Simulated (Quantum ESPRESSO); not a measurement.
# SiNi3 (Pm-3m) in Quantum ESPRESSO: equation of state

Aim: energy against volume of SiNi3 in PBEsol, for its equilibrium volume and stiffness.

All numbers are computed with Quantum ESPRESSO 7.5; they aren't measurements. Logs are shortened: lines on timing, memory, paths and dates and some standing lists are left out, and cuts for length are marked.

## Step 1: The crystal as given

The structure is cubic, space group Pm-3m (No. 221). The conventional cell has a = 3.542 Å, b = 3.542 Å, c = 3.542 Å, α = 90.00°, β = 90.00°, γ = 90.00°. Ni (site symmetry 4/mmm) is surrounded by 8 Ni at 2.50 Å and 4 Si at 2.50 Å. Around Si (site symmetry m-3m) lie 12 Ni at 2.50 Å.

## Step 2: Single point, PBEsol, collinear spin, ferromagnetic start, 10.44 Å³/atom

Contents of pw.in:

```
&CONTROL
  calculation = 'scf'
  prefix = 'pwscf'
  outdir = './tmp'
  pseudo_dir = './pseudo'
  tprnfor = .true.
  tstress = .true.
  disk_io = 'nowf'
/
&SYSTEM
  ibrav = 0
  nat = 4
  ntyp = 2
  ecutwfc = 45
  ecutrho = 360
  nbnd = 42
  occupations = 'smearing'
  smearing = 'fd'
  degauss = 0.00367493
  nspin = 2
  starting_magnetization(1) = 0.0556
  starting_magnetization(2) = 0
/
&ELECTRONS
  conv_thr = 8d-10
  electron_maxstep = 120
  mixing_beta = 0.3
/
ATOMIC_SPECIES
Ni    58.6934 ni_pbesol_v1.4.uspp.F.UPF
Si    28.0850 si_pbesol_v1.uspp.F.UPF
CELL_PARAMETERS angstrom
   3.4696939971    0.0000000000    0.0000000000
   0.0000000000    3.4696939971    0.0000000000
   0.0000000000    0.0000000000    3.4696939971
ATOMIC_POSITIONS crystal
Ni     0.5000000000    0.5000000000    0.0000000000
Ni     0.5000000000    0.0000000000    0.5000000000
Ni     0.0000000000    0.5000000000    0.5000000000
Si     0.0000000000    0.0000000000    0.0000000000
K_POINTS automatic
8 8 8 0 0 0
```

Potentials or basis: GBRV 1.5 PBEsol.

On the command line:

```console
OMP_NUM_THREADS=1 mpirun -n 2 pw.x -nk 2 -in pw.in > pw.out
```

pw.out:

```text
This program is part of the open-source Quantum ESPRESSO suite
     for quantum simulation of materials; please cite
         "P. Giannozzi et al., J. Phys.:Condens. Matter 21 395502 (2009);
         "P. Giannozzi et al., J. Phys.:Condens. Matter 29 465901 (2017);
         "P. Giannozzi et al., J. Chem. Phys. 152 154105 (2020);
     in publications or presentations arising from this work. More details at

     Message from routine setup:
     using ibrav=0 with symmetry is DISCOURAGED, use correct ibrav instead

     K-points division:     npool     =       2
     Subspace diagonalization in iterative solution of the eigenvalue problem:
     a serial algorithm will be used

     G-vector sticks info
     --------------------
     sticks:   dense  smooth     PW     G-vecs:    dense   smooth      PW
     Sum        1229     613    193                32531    11513    2007

     Using Slab Decomposition

     bravais-lattice index     =            0
     lattice parameter (alat)  =       6.5568  a.u.
     unit-cell volume          =     281.8838 (a.u.)^3
     number of atoms/cell      =            4
     number of atomic types    =            2
     number of electrons       =        58.00
     number of Kohn-Sham states=           42
     kinetic-energy cutoff     =      45.0000  Ry
     charge density cutoff     =     360.0000  Ry
     scf convergence threshold =      8.0E-10
     mixing beta               =       0.3000
     number of iterations used =            8  plain     mixing
     Exchange-correlation= SLA  PW   PSX  PSC
                           (   1   4  10   8   0   0   0)

     celldm(1)=   6.556771  celldm(2)=   0.000000  celldm(3)=   0.000000
     celldm(4)=   0.000000  celldm(5)=   0.000000  celldm(6)=   0.000000

     crystal axes: (cart. coord. in units of alat)
               a(1) = (   1.000000   0.000000   0.000000 )
               a(2) = (   0.000000   1.000000   0.000000 )
               a(3) = (   0.000000   0.000000   1.000000 )

     reciprocal axes: (cart. coord. in units 2 pi/alat)
               b(1) = (  1.000000  0.000000  0.000000 )
               b(2) = (  0.000000  1.000000  0.000000 )
               b(3) = (  0.000000  0.000000  1.000000 )

     PseudoPot. # 1 for Ni read from file:
     ni_pbesol_v1.4.uspp.F.UPF
     Pseudo is Ultrasoft + core correction, Zval = 18.0
     Generated by new atomic code, or converted to UPF format
     Using radial grid of  865 points,  6 beta functions with:
                l(1) =   0
                l(2) =   0
                l(3) =   1
                l(4) =   1
                l(5) =   2
                l(6) =   2
     Q(r) pseudized with 10 coefficients,  rinner =    0.980   0.980   0.980
                                                       0.980   0.980

     PseudoPot. # 2 for Si read from file:
     si_pbesol_v1.uspp.F.UPF
     Pseudo is Ultrasoft + core correction, Zval =  4.0
     Generated by new atomic code, or converted to UPF format
     Using radial grid of  899 points,  6 beta functions with:
                l(1) =   0
                l(2) =   0
                l(3) =   1
                l(4) =   1
                l(5) =   2
                l(6) =   2
     Q(r) pseudized with  8 coefficients,  rinner =    0.900   0.900   0.900
                                                       0.900   0.900

     atomic species   valence    mass     pseudopotential
     Ni               18.00    58.69340     Ni( 1.00)
     Si                4.00    28.08500     Si( 1.00)

     Starting magnetic structure
     atomic species   magnetization
     Ni              0.056
     Si              0.000

     48 Sym. Ops., with inversion, found

   Cartesian axes

     site n.     atom                  positions (alat units)
         1        Ni     tau(   1) = (   0.5000000   0.5000000   0.0000000  )
         2        Ni     tau(   2) = (   0.5000000   0.0000000   0.5000000  )
         3        Ni     tau(   3) = (   0.0000000   0.5000000   0.5000000  )
         4        Si     tau(   4) = (   0.0000000   0.0000000   0.0000000  )

     number of k points=    35  Fermi-Dirac smearing, width (Ry)=  0.0037
                       cart. coord. in units 2pi/alat
        k(    1) = (   0.0000000   0.0000000   0.0000000), wk =   0.0019531
        k(    2) = (   0.0000000   0.0000000   0.1250000), wk =   0.0117188
        k(    3) = (   0.0000000   0.0000000   0.2500000), wk =   0.0117188
        k(    4) = (   0.0000000   0.0000000   0.3750000), wk =   0.0117188
        k(    5) = (   0.0000000   0.0000000  -0.5000000), wk =   0.0058594
        k(    6) = (   0.0000000   0.1250000   0.1250000), wk =   0.0234375
[... 27 lines left out ...]
        k(   34) = (   0.3750000  -0.5000000  -0.5000000), wk =   0.0117188
        k(   35) = (  -0.5000000  -0.5000000  -0.5000000), wk =   0.0019531

     Dense  grid:    32531 G-vectors     FFT dimensions: (  40,  40,  40)

     Smooth grid:    11513 G-vectors     FFT dimensions: (  30,  30,  30)

     Check: negative core charge=   -0.000006
     Generating pointlists ...
     new r_m :   0.2917 (alat units)  1.9125 (a.u.) for type    1
     new r_m :   0.2917 (alat units)  1.9125 (a.u.) for type    2

     Initial potential from superposition of free atoms

     starting charge      51.9994, renormalised to      58.0000
     Starting wfcs are   43 randomized atomic wfcs

     Self-consistent Calculation

     iteration #  1     ecut=    45.00 Ry     beta= 0.30
     Davidson diagonalization with overlap
     ethr =  1.00E-02,  avg # of iterations =  5.8

     total energy              =   -1003.24344539 Ry
     estimated scf accuracy    <     134.35223315 Ry

     total magnetization       =     0.27 Bohr mag/cell
     absolute magnetization    =     0.37 Bohr mag/cell

     iteration #  2     ecut=    45.00 Ry     beta= 0.30
     Davidson diagonalization with overlap
     ethr =  1.00E-02,  avg # of iterations =  3.0

     total energy              =   -1037.05944381 Ry
     estimated scf accuracy    <      24.69803493 Ry

     total magnetization       =     0.09 Bohr mag/cell
     absolute magnetization    =     0.16 Bohr mag/cell
[... 131 lines left out ...]
     iteration # 16     ecut=    45.00 Ry     beta= 0.30
     Davidson diagonalization with overlap
     ethr =  1.84E-10,  avg # of iterations =  3.9

     total energy              =   -1038.97580932 Ry
     estimated scf accuracy    <       0.00000004 Ry

     total magnetization       =    -0.00 Bohr mag/cell
     absolute magnetization    =     0.00 Bohr mag/cell

     iteration # 17     ecut=    45.00 Ry     beta= 0.30
     Davidson diagonalization with overlap
     ethr =  6.35E-11,  avg # of iterations =  1.5

     Magnetic moment per site  (integrated on atomic sphere of radius R)
     atom   1 (R=0.292)  charge= 16.7553  magn=  0.0000
     atom   2 (R=0.292)  charge= 16.7553  magn=  0.0000
     atom   3 (R=0.292)  charge= 16.7553  magn=  0.0000
     atom   4 (R=0.292)  charge=  2.0502  magn= -0.0000

     End of self-consistent calculation

 ------ SPIN UP ------------

          k = 0.0000 0.0000 0.0000 (  1419 PWs)   bands (ev):

   -85.1887 -85.1468 -85.1468 -45.8186 -45.8186 -45.8186 -45.7522 -45.7522
   -45.7522 -45.5808 -45.5808 -45.5808   5.5494  12.6428  13.4987  13.4987
    14.0467  14.0467  14.0467  16.1655  16.1655  16.1655  16.8302  16.8302
    16.8302  17.1447  17.1447  17.5006  17.8325  17.8325  17.8325  22.8835
    24.2335  24.2335  28.4870  28.4870  28.4870  31.9648  31.9648  32.0146
    32.0146  32.0146

          k = 0.0000 0.0000 0.1250 (  1402 PWs)   bands (ev):

   -85.1873 -85.1482 -85.1468 -45.8152 -45.8152 -45.8140 -45.7532 -45.7532
   -45.7525 -45.5860 -45.5831 -45.5831   5.7383  12.6605  13.2515  13.6339
    14.0333  14.0333  14.1020  15.8425  15.8425  16.1040  16.3435  16.9577
    16.9577  17.1312  17.1474  17.4204  17.8328  18.1944  18.1944  23.1942
    24.1878  24.8634  27.8570  27.8570  28.0818  30.7366  30.7366  31.2648
    31.9319  34.3565
[... 273 lines left out ...]
   -85.1626 -85.1606 -85.1585 -45.8389 -45.8368 -45.8331 -45.7561 -45.7028
   -45.6980 -45.6960 -45.5567 -45.5503   9.3411  12.3115  12.5713  13.6049
    13.8177  14.3114  14.4173  15.4381  15.4390  15.6359  15.8457  16.3681
    16.3789  16.5865  16.6677  17.0577  17.5558  17.8139  17.8140  19.6624
    21.9488  22.4916  23.5284  31.3707  32.0230  34.2633  35.1756  36.6250
    37.1287  37.4790

          k = 0.3750-0.5000-0.5000 (  1432 PWs)   bands (ev):

   -85.1606 -85.1606 -85.1606 -45.8438 -45.8378 -45.8378 -45.7642 -45.6969
   -45.6969 -45.6913 -45.5540 -45.5465   9.4287  12.7566  12.7566  13.3509
    13.8493  14.2590  14.2590  15.4705  15.4705  15.5333  16.0590  16.4033
    16.4033  16.5159  16.5583  17.0078  17.5061  17.6900  17.6900  19.4816
    22.1455  22.1455  22.6059  31.8794  34.1654  34.8535  34.8535  36.8029
    37.2363  37.2363

          k =-0.5000-0.5000-0.5000 (  1472 PWs)   bands (ev):

   -85.1606 -85.1606 -85.1606 -45.8437 -45.8437 -45.8437 -45.7718 -45.6913
   -45.6913 -45.6913 -45.5465 -45.5465   9.4610  13.2834  13.2834  13.2834
    13.9107  13.9107  13.9107  15.4652  15.4652  15.4652  16.2673  16.2673
    16.2673  16.4955  16.4955  17.2284  17.5861  17.5861  17.5861  19.1659
    21.9014  21.9014  21.9014  34.5210  34.5210  35.1560  35.1560  35.1560
    39.1789  39.1790

 ------ SPIN DOWN ----------

          k = 0.0000 0.0000 0.0000 (  1419 PWs)   bands (ev):

   -85.1887 -85.1467 -85.1467 -45.8185 -45.8185 -45.8185 -45.7521 -45.7521
   -45.7521 -45.5807 -45.5807 -45.5807   5.5494  12.6428  13.4987  13.4987
    14.0468  14.0468  14.0468  16.1656  16.1656  16.1656  16.8302  16.8302
    16.8302  17.1447  17.1447  17.5006  17.8326  17.8326  17.8326  22.8835
    24.2336  24.2336  28.4870  28.4870  28.4870  31.9648  31.9648  32.0146
    32.0146  32.0146

          k = 0.0000 0.0000 0.1250 (  1402 PWs)   bands (ev):

   -85.1873 -85.1481 -85.1467 -45.8152 -45.8152 -45.8140 -45.7532 -45.7532
   -45.7524 -45.5860 -45.5830 -45.5830   5.7382  12.6605  13.2516  13.6339
    14.0333  14.0333  14.1021  15.8426  15.8426  16.1040  16.3435  16.9577
    16.9577  17.1313  17.1474  17.4205  17.8328  18.1944  18.1944  23.1942
    24.1878  24.8634  27.8570  27.8570  28.0818  30.7366  30.7366  31.2648
    31.9319  34.3565
[... 273 lines left out ...]
   -85.1626 -85.1605 -85.1585 -45.8388 -45.8368 -45.8331 -45.7561 -45.7027
   -45.6979 -45.6959 -45.5567 -45.5502   9.3411  12.3115  12.5712  13.6049
    13.8177  14.3114  14.4173  15.4382  15.4391  15.6359  15.8457  16.3681
    16.3789  16.5866  16.6677  17.0577  17.5559  17.8139  17.8141  19.6624
    21.9488  22.4917  23.5284  31.3707  32.0230  34.2633  35.1756  36.6250
    37.1287  37.4790

          k = 0.3750-0.5000-0.5000 (  1432 PWs)   bands (ev):

   -85.1605 -85.1605 -85.1605 -45.8437 -45.8378 -45.8378 -45.7641 -45.6969
   -45.6969 -45.6912 -45.5539 -45.5464   9.4288  12.7566  12.7566  13.3509
    13.8493  14.2590  14.2590  15.4705  15.4705  15.5333  16.0591  16.4034
    16.4034  16.5159  16.5583  17.0078  17.5061  17.6901  17.6901  19.4816
    22.1455  22.1455  22.6059  31.8794  34.1654  34.8535  34.8535  36.8029
    37.2363  37.2367

          k =-0.5000-0.5000-0.5000 (  1472 PWs)   bands (ev):

   -85.1605 -85.1605 -85.1605 -45.8437 -45.8437 -45.8437 -45.7717 -45.6912
   -45.6912 -45.6912 -45.5464 -45.5464   9.4610  13.2834  13.2834  13.2834
    13.9107  13.9107  13.9107  15.4653  15.4653  15.4653  16.2673  16.2673
    16.2673  16.4955  16.4955  17.2283  17.5862  17.5862  17.5862  19.1659
    21.9014  21.9014  21.9014  34.5210  34.5210  35.1560  35.1560  35.1560
    39.1789  39.1791

     the Fermi energy is    17.7970 ev

!    total energy              =   -1038.97580934 Ry
     estimated scf accuracy    <          7.5E-10 Ry
     smearing contrib. (-TS)   =      -0.00129910 Ry
     internal energy E=F+TS    =   -1038.97451023 Ry

     The total energy is F=E-TS. E is the sum of the following terms:
     one-electron contribution =    -656.02805391 Ry
     hartree contribution      =     365.88796010 Ry
     xc contribution           =    -110.20896815 Ry
     ewald contribution        =    -638.62544828 Ry

     total magnetization       =     0.00 Bohr mag/cell
     absolute magnetization    =     0.00 Bohr mag/cell

     convergence has been achieved in  17 iterations

     Forces acting on atoms (cartesian axes, Ry/au):

     atom    1 type  1   force =     0.00000000    0.00000000    0.00000000
     atom    2 type  1   force =     0.00000000    0.00000000    0.00000000
     atom    3 type  1   force =     0.00000000    0.00000000    0.00000000
     atom    4 type  2   force =     0.00000000    0.00000000    0.00000000

     Total force =     0.000000     Total SCF correction =     0.000000

     Computing stress (Cartesian axis) and pressure

          total   stress  (Ry/bohr**3)                   (kbar)     P=      -17.39
  -0.00011821   0.00000000   0.00000000          -17.39        0.00        0.00
   0.00000000  -0.00011821   0.00000000            0.00      -17.39        0.00
   0.00000000   0.00000000  -0.00011821            0.00        0.00      -17.39

=------------------------------------------------------------------------------=
   JOB DONE.
=------------------------------------------------------------------------------=
```

It took 55 s on 2 MPI ranks of Arm Neoverse V2, shared host; peak memory 0.28 GiB.

What came out:

```
Free energy                                           : -14135.9860 eV
Pressure                                              : -1.7 GPa
Band gap on the k mesh                                : none (metal or under the smearing width)
Net moment                                            : 0.00 μB per cell
Absolute moment                                       : 0.00 μB per cell
Valence electrons inside the program's atomic spheres : Ni 16.76; Si 2.05
```

[end of part 1 of 2]
